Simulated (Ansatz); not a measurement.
**HfBrCl₃: how energies converge with the basis set**

The task here is to estimate one member of a computed series from the others.

Program: Ansatz 0.2.0, Gaussian basis. Level of theory: one geometry, several basis sets. These are calculated values, not measurements.

Levels to be run: PBE0-D4/def2-SVP; ωB97M-V/def2-SVP; PBE0-D4/def2-QZVPP; ωB97M-V/def2-QZVPP; the functionals' def2-TZVPP values are taken from earlier runs.

## Structure used throughout

The geometry comes from an earlier relaxation with PBE0-D4 in a triple-zeta def2 set; it is a stationary point. Hf takes the def2 core potential; no spin-orbit term is included.

SMILES `[Cl][Hf]([Cl])([Cl])[Br]`, 5 atoms, charge 0, spin multiplicity 1.

Atoms are counted from 1 here; the program's logs count them from 0.

Bond lengths: Cl1–Hf2 2.316 Å, Hf2–Cl3 2.316 Å, Hf2–Cl4 2.316 Å, Hf2–Br5 2.473 Å. Angles: Cl1–Hf2–Cl3 109.3°, Cl1–Hf2–Cl4 109.3°, Cl1–Hf2–Br5 109.6°, Cl3–Hf2–Cl4 109.3°, Cl3–Hf2–Br5 109.6°, Cl4–Hf2–Br5 109.6°.

Set-up of the first run:

in.yaml

```yaml
crystal:
  periodic: [false, false, false]
  atoms:
    - {symbol: Cl, position_ang: [-0.803388, -0.141168, 2.167011]}
    - {symbol: Hf, position_ang: [0.006269, -0.041774, -0.000901]}
    - {symbol: Cl, position_ang: [2.026911, -1.168195, -0.117026]}
    - {symbol: Cl, position_ang: [-1.513735, -1.042905, -1.433598]}
    - {symbol: Br, position_ang: [0.333841, 2.320442, -0.656985]}
basis:
  gaussian: {orbitals: def2-SVP}
hamiltonian: {xc: pbe0, dispersion: d4}
output: {orbitals: {seedname: orbitals}}
```

Steps of the session up to this table: PBE0-D4 in def2-SVP; ωB97M-V in def2-SVP; PBE0-D4 in def2-QZVPP; ωB97M-V in def2-QZVPP.

One table of the session follows, with a row left open; its other results are not shown here.

It belongs to the step «Functionals by basis». 

| functional | basis | HOMO (eV) | LUMO (eV) |
| --- | --- | --- | --- |
| PBE0-D4 | def2-SVP | -9.25 | -2.24 |
| PBE0-D4 | def2-TZVPP | -9.22 | -2.19 |
| PBE0-D4 | def2-QZVPP | -9.23 | -2.22 |
| ωB97M-V | def2-SVP | -11.39 | -0.11 |
| ωB97M-V | def2-TZVPP | ? | ? |
| ωB97M-V | def2-QZVPP | -11.41 | -0.14 |

Q: Estimate the row for ωB97M-V, def2-TZVPP from the others.

The run gave: HOMO (eV): -11.39; LUMO (eV): -0.09.
